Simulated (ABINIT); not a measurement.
# Ag2Au (P-1) in ABINIT: single point with LDA

Aim: the single point of Ag2Au with LDA.

Program: ABINIT 10.8.3 (patched build). These are calculated values, not measurements. Logs are shortened: lines on timing, memory, paths and dates and some standing lists are left out, and cuts for length are marked. The log counts tension as positive stress, the text compression.

## (1) The cell of the first run

The typed cell holds 3 atoms: a = 4.505 Å, b = 4.497 Å, c = 3.197 Å, α = 90.22°, β = 89.55°, γ = 119.47°.

The cell was built by a generator and needn't be a form met in nature.

## (2) Single point, LDA (cell strained at random)

File run.abi:

```
# Pseudopotentials
pp_dirpath "./"
pseudos "Ag.hgh, Au.hgh"

# Structure
acell 4.504567811 4.4974827322 3.1968311934 Angstrom
rprim
     0.9999791743     0.0050979364     0.0039575384
    -0.4963554355     0.8681171741    -0.0019630981
     0.0038904150     0.0000212711     0.9999924321
ntypat 2
znucl 47 79
natom 3
typat 1 1 2
xred
     0.3333333300     0.6666666700     0.5148209900
     0.6666666700     0.3333333300     0.4851790100
     0.0000000000     0.0000000000     0.0000000000
chkprim 0
chksymtnons 0
tolsym 1.0e-6

# Plane-wave basis
ecut 14.0

# k points
kptopt 1
ngkpt 5 5 6
nshiftk 1
shiftk 0.0 0.0 0.0

# Exchange and correlation
ixc 7

# Bands and occupations
nband 6
occopt 3
tsmear 0.05 eV

# SCF cycle
nstep 100
tolvrs 1.0e-10

# Output
iomode 3
prtwf 0
prtden 0
prteig 0
prtebands 0
enunit 2
```

Potentials or basis: HGH LDA.

On the command line:

```sh
abinit run.abi > log 2>&1
```

run.abo:

```text
.Version 10.8.3 of ABINIT
 Symmetries : space group P-1 (#  2); Bravais aP (primitive triclinic)
================================================================================
 Values of the parameters that define the memory need of the present run
     intxc =       0    ionmov =       0      iscf =       7    lmnmax =       6
     lnmax =       6     mgfft =      30  mpssoang =       3    mqgrid =    3001
     natom =       3  nloc_mem =       1    nspden =       1   nspinor =       1
    nsppol =       1      nsym =       2    n1xccc =       0    ntypat =       2
    occopt =       3   xclevel =       1
       mpw =         966          nfft =       21600          nkpt =          76
================================================================================
================================================================================

--------------------------------------------------------------------------------
------------- Echo of variables that govern the present computation ------------
--------------------------------------------------------------------------------
 -outvars: echo values of preprocessed input variables --------
            acell      8.5123994784E+00  8.4990106199E+00  6.0411354263E+00 Bohr
              amu      1.07868200E+02  1.96966540E+02
          chkprim           0
      chksymtnons           0
             ecut      1.40000000E+01 Hartree
           enunit           2
                       outvar_i_n : Printing only first  50 k-points.
              ixc           7
                       outvar_i_n : Printing only first  50 k-points.
         kptrlatt        5    0    0      0    5    0      0    0    6
          kptrlen      3.62468126E+01
            natom           3
            nband           6
            ngfft          30      30      24
             nkpt          76
            nstep         100
             nsym           2
           ntypat           2
                       prtocc : prtvol=0, do not print more k-points.
           occopt           3
           prtden           0
        prtebands           0
           prteig           0
            prtwf           0
            rprim      9.9997917430E-01  5.0979364000E-03  3.9575384000E-03
                      -4.9635543550E-01  8.6811717410E-01 -1.9630981000E-03
                       3.8904150000E-03  2.1271100000E-05  9.9999243210E-01
          spgroup           2
           tolsym      1.00000000E-06
           tolvrs      1.00000000E-10
           tsmear      1.83746611E-03 Hartree
            typat      1  1  2
                       outvars : Printing only first  50 k-points.
           xangst      1.9660806155E-02  2.6105843543E+00  1.6458396780E+00
                       2.2649001939E+00  1.3167896461E+00  1.5599653223E+00
                       0.0000000000E+00  0.0000000000E+00  0.0000000000E+00
            xcart      3.7153539047E-02  4.9332894581E+00  3.1101862386E+00
                       4.2800410690E+00  2.4883717966E+00  2.9479072252E+00
                       0.0000000000E+00  0.0000000000E+00  0.0000000000E+00
             xred      3.3333333000E-01  6.6666667000E-01  5.1482099000E-01
                       6.6666667000E-01  3.3333333000E-01  4.8517901000E-01
                       0.0000000000E+00  0.0000000000E+00  0.0000000000E+00
            znucl       47.00000   79.00000

================================================================================

 chkinp: Checking input parameters for consistency.

================================================================================
== DATASET  1 ==================================================================

--- !DatasetInfo
iteration_state: {dtset: 1, }
dimensions: {natom: 3, nkpt: 76, mband: 6, nsppol: 1, nspinor: 1, nspden: 1, mpw: 966, }
cutoff_energies: {ecut:  14.0, pawecutdg:  -1.0, }
electrons: {nelect:   3.00000000E+00, charge:   0.00000000E+00, occopt:   3.00000000E+00, tsmear:   1.83746611E-03, }
meta: {optdriver: 0, ionmov: 0, optcell: 0, iscf: 7, paral_kgb: 0, }
...

 Exchange-correlation functional for the present dataset will be:
  LDA: Perdew-Wang 92 LSD fit to Ceperley-Alder data - ixc=7
  J.P.Perdew and Y.Wang, PRB 45, 13244 (1992)

 Real(R)+Recip(G) space primitive vectors, cartesian coordinates (Bohr,Bohr^-1):
 R(1)=  8.5122222  0.0433957  0.0336881  G(1)=  0.1171385  0.0669742 -0.0004571
 R(2)= -4.2185301  7.3781371 -0.0166844  G(2)= -0.0006890  0.1351416 -0.0000002
 R(3)=  0.0235025  0.0001285  6.0410897  G(3)= -0.0006551 -0.0000002  0.1655356
 Unit cell volume ucvol=  3.8050672E+02 bohr^3
 Angles (23,13,12)=  9.02220587E+01  8.95503409E+01  1.19467334E+02 degrees

 getcut: wavevector=  0.0000  0.0000  0.0000  ngfft=  30  30  24
         ecut(hartree)=     14.000   => boxcut(ratio)=   2.09327

--- Pseudopotential description ------------------------------------------------
- pspini: atom type   1  psp file is ./Ag.hgh
    3    1    2    0      2001   0.00000      pspcod,pspxc,lmax,lloc,mmax,r2well

 pspatm : COMMENT -
  the projectors are not normalized,
  so that the KB energies are not consistent with
  definition in PRB44, 8503 (1991).
  However, this does not influence the results obtained hereafter.

- pspini: atom type   2  psp file is ./Au.hgh
    3    1    1    0      2001   0.00000      pspcod,pspxc,lmax,lloc,mmax,r2well

 pspatm : COMMENT -
  the projectors are not normalized,
  so that the KB energies are not consistent with
  definition in PRB44, 8503 (1991).
  However, this does not influence the results obtained hereafter.

  -1.29353956E+02                                ecore*ucvol(ha*bohr**3)
--------------------------------------------------------------------------------

================================================================================

--- !BeginCycle
iteration_state: {dtset: 1, }
solver: {iscf: 7, nstep: 100, nline: 4, wfoptalg: 0, }
tolerances: {tolvrs: 1.00E-10, }
...

     iter   Etot(hartree)      deltaE(h)  residm     vres2
 ETOT  1  -1.4152563897748    -1.415E+00 1.863E-02 7.550E+00
 ETOT  2  -1.4166971487515    -1.441E-03 9.432E-04 7.239E-01
 ETOT  3  -1.4167650035769    -6.785E-05 3.766E-04 2.619E-02
 ETOT  4  -1.4167693218806    -4.318E-06 1.221E-04 6.763E-04
 ETOT  5  -1.4167694283110    -1.064E-07 2.577E-04 4.859E-05
 ETOT  6  -1.4167694359640    -7.653E-09 2.043E-05 9.975E-07
 ETOT  7  -1.4167694361292    -1.652E-10 5.252E-05 2.065E-08
 ETOT  8  -1.4167694361331    -3.922E-12 4.833E-06 6.786E-10
 ETOT  9  -1.4167694361333    -1.308E-13 8.541E-06 4.276E-12

 At SCF step    9       vres2   =  4.28E-12 < tolvrs=  1.00E-10 =>converged.

 Cartesian components of stress tensor (hartree/bohr^3)
  sigma(1 1)=  1.38255065E-03  sigma(3 2)= -1.79608512E-06
  sigma(2 2)=  1.37391735E-03  sigma(3 1)= -8.07653331E-06
  sigma(3 3)=  1.43183506E-03  sigma(2 1)= -1.50097609E-05

--- !ResultsGS
iteration_state: {dtset: 1, }
comment   : Summary of ground state results
lattice_vectors:
- [  8.5122222,   0.0433957,   0.0336881, ]
- [ -4.2185301,   7.3781371,  -0.0166844, ]
- [  0.0235025,   0.0001285,   6.0410897, ]
lattice_lengths: [   8.51240,    8.49901,    6.04114, ]
lattice_angles: [ 90.222,  89.550, 119.467, ] # degrees, (23, 13, 12)
lattice_volume:   3.8050672E+02
convergence: {deltae: -1.308E-13, res2:  4.276E-12, residm:  8.541E-06, diffor: null, }
etotal    :  -1.41676944E+00
entropy   :   0.00000000E+00
fermie    :  -2.31998882E-02
cartesian_stress_tensor: # hartree/bohr^3
- [  1.38255065E-03,  -1.50097609E-05,  -8.07653331E-06, ]
- [ -1.50097609E-05,   1.37391735E-03,  -1.79608512E-06, ]
- [ -8.07653331E-06,  -1.79608512E-06,   1.43183506E-03, ]
pressure_GPa:  -4.1075E+01
xred      :
- [  3.3333E-01,   6.6667E-01,   5.1482E-01, Ag]
- [  6.6667E-01,   3.3333E-01,   4.8518E-01, Ag]
- [  0.0000E+00,   0.0000E+00,   0.0000E+00, Au]
cartesian_forces: # hartree/bohr
- [ -4.95798817E-04,   2.04219844E-04,   2.52192176E-04, ]
- [  4.95798817E-04,  -2.04219844E-04,  -2.52192176E-04, ]
- [ -0.00000000E+00,  -0.00000000E+00,  -0.00000000E+00, ]
force_length_stats: {min:   0.00000000E+00, max:   5.92556415E-04, mean:   3.95037610E-04, }
...

 Integrated electronic density in atomic spheres:
 ------------------------------------------------
 Atom  Sphere_radius  Integrated_density
    1        2.00000          0.17404895
    2        2.00000          0.17404895
    3        2.00000          0.19602707
================================================================================

 ----iterations are completed or convergence reached----

 Mean square residual over all n,k,spin=   33.533E-09; max=  85.411E-07
 reduced coordinates (array xred) for    3 atoms
       0.333333330000      0.666666670000      0.514820990000
       0.666666670000      0.333333330000      0.485179010000
       0.000000000000      0.000000000000      0.000000000000
 rms dE/dt=  2.7026E-03; max dE/dt=  4.2030E-03; dE/dt below (all hartree)
    1       0.004202991552     -0.003594096569     -0.001511889278
    2      -0.004202991552      0.003594096569      0.001511889278
    3       0.000000000000      0.000000000000      0.000000000000

 cartesian coordinates (angstrom) at end:
    1      0.01966080615473     2.61058435425563     1.64583967803375
    2      2.26490019389982     1.31678964611135     1.55996532234853
    3      0.00000000000000     0.00000000000000     0.00000000000000

 cartesian forces (hartree/bohr) at end:
    1     -0.00049579881685     0.00020421984362     0.00025219217611
    2      0.00049579881685    -0.00020421984362    -0.00025219217611
    3     -0.00000000000000    -0.00000000000000    -0.00000000000000
 frms,max,avg= 2.7933377E-04 4.9579882E-04   0.000E+00  0.000E+00  0.000E+00 h/b

 cartesian forces (eV/Angstrom) at end:
    1     -0.02549500023179     0.01050140658598     0.01296824310592
    2      0.02549500023179    -0.01050140658598    -0.01296824310592
    3     -0.00000000000000    -0.00000000000000    -0.00000000000000
 frms,max,avg= 1.4363920E-02 2.5495000E-02   0.000E+00  0.000E+00  0.000E+00 e/A
 length scales=  8.512399478370  8.499010619857  6.041135426285 bohr
              =  4.504567811000  4.497482732200  3.196831193400 angstroms
 Fermi (or HOMO) energy (hartree) =  -0.02320   Average Vxc (hartree)=  -0.23490
 Eigenvalues (hartree) for nkpt=  76  k points:
 kpt#   1, nband=  6, wtk=  0.00667, kpt=  0.0000  0.0000  0.0000 (reduced coord)
  -0.25080    0.19652    0.20024    0.20345    0.20658    0.26358
      occupation numbers for kpt#   1
   2.00000    0.00000    0.00000    0.00000    0.00000    0.00000
 prteigrs : prtvol=0 or 1, do not print more k-points.

 Fermi (or HOMO) energy (eV) =  -0.63130   Average Vxc (eV)=  -6.39190
 Eigenvalues (   eV  ) for nkpt=  76  k points:
 kpt#   1, nband=  6, wtk=  0.00667, kpt=  0.0000  0.0000  0.0000 (reduced coord)
  -6.82461    5.34768    5.44876    5.53603    5.62144    7.17235
 prteigrs : prtvol=0 or 1, do not print more k-points.

--- !EnergyTerms
iteration_state     : {dtset: 1, }
comment             : Components of total free energy in Hartree
kinetic             :  4.96697181602508E-01
hartree             :  6.50831115059556E-03
xc                  : -5.59458870917325E-01
Ewald energy        : -8.56980895435843E-01
psp_core            : -3.39951825700835E-01
local_psp           :  2.99249201896564E-01
non_local_psp       : -4.62498970747966E-01
internal            : -1.41643586815230E+00
'-kT*entropy'       : -3.33567980954916E-04
total_energy        : -1.41676943613326E+00
total_energy_eV     : -3.85522603481228E+01
band_energy         : -3.81152107505799E-01
...

 Cartesian components of stress tensor (hartree/bohr^3)
  sigma(1 1)=  1.38255065E-03  sigma(3 2)= -1.79608512E-06
  sigma(2 2)=  1.37391735E-03  sigma(3 1)= -8.07653331E-06
  sigma(3 3)=  1.43183506E-03  sigma(2 1)= -1.50097609E-05

-Cartesian components of stress tensor (GPa)         [Pressure= -4.1075E+01 GPa]
- sigma(1 1)=  4.06760446E+01  sigma(3 2)= -5.28426486E-02
- sigma(2 2)=  4.04220439E+01  sigma(3 1)= -2.37619814E-01
- sigma(3 3)=  4.21260419E+01  sigma(2 1)= -4.41602411E-01

== END DATASET(S) ==============================================================
================================================================================

 -outvars: echo values of variables after computation  --------
            acell      8.5123994784E+00  8.4990106199E+00  6.0411354263E+00 Bohr
           etotal     -1.4167694361E+00
            fcart     -4.9579881685E-04  2.0421984362E-04  2.5219217611E-04
                       4.9579881685E-04 -2.0421984362E-04 -2.5219217611E-04
                      -0.0000000000E+00 -0.0000000000E+00 -0.0000000000E+00
            rprim      9.9997917430E-01  5.0979364000E-03  3.9575384000E-03
                      -4.9635543550E-01  8.6811717410E-01 -1.9630981000E-03
                       3.8904150000E-03  2.1271100000E-05  9.9999243210E-01
           strten      1.3825506535E-03  1.3739173470E-03  1.4318350614E-03
                      -1.7960851207E-06 -8.0765333138E-06 -1.5009760884E-05
           xangst      1.9660806155E-02  2.6105843543E+00  1.6458396780E+00
                       2.2649001939E+00  1.3167896461E+00  1.5599653223E+00
                       0.0000000000E+00  0.0000000000E+00  0.0000000000E+00
             xred      3.3333333000E-01  6.6666667000E-01  5.1482099000E-01
                       6.6666667000E-01  3.3333333000E-01  4.8517901000E-01
                       0.0000000000E+00  0.0000000000E+00  0.0000000000E+00
 Calculation completed.
```

It took 11 s on 1 thread of Arm Neoverse V1, shared host; peak memory 0.06 GiB.

Results:

```
Free energy                                           : -38.5523 eV
Pressure                                              : -41.1 GPa
Largest force                                         : 0.030 eV/Å
Band gap on the k mesh                                : none (metal or under the smearing width)
Valence electrons inside the program's atomic spheres : Ag 0.17; Au 0.20
```

Forces in eV/Å, atoms in the order of the input:
```
Ag  -0.025  0.011  0.013
Ag   0.025 -0.011 -0.013
Au   0.000  0.000  0.000
```

Caveat: HGH potentials are hard and often keep d shells in the core, so these values are rough.
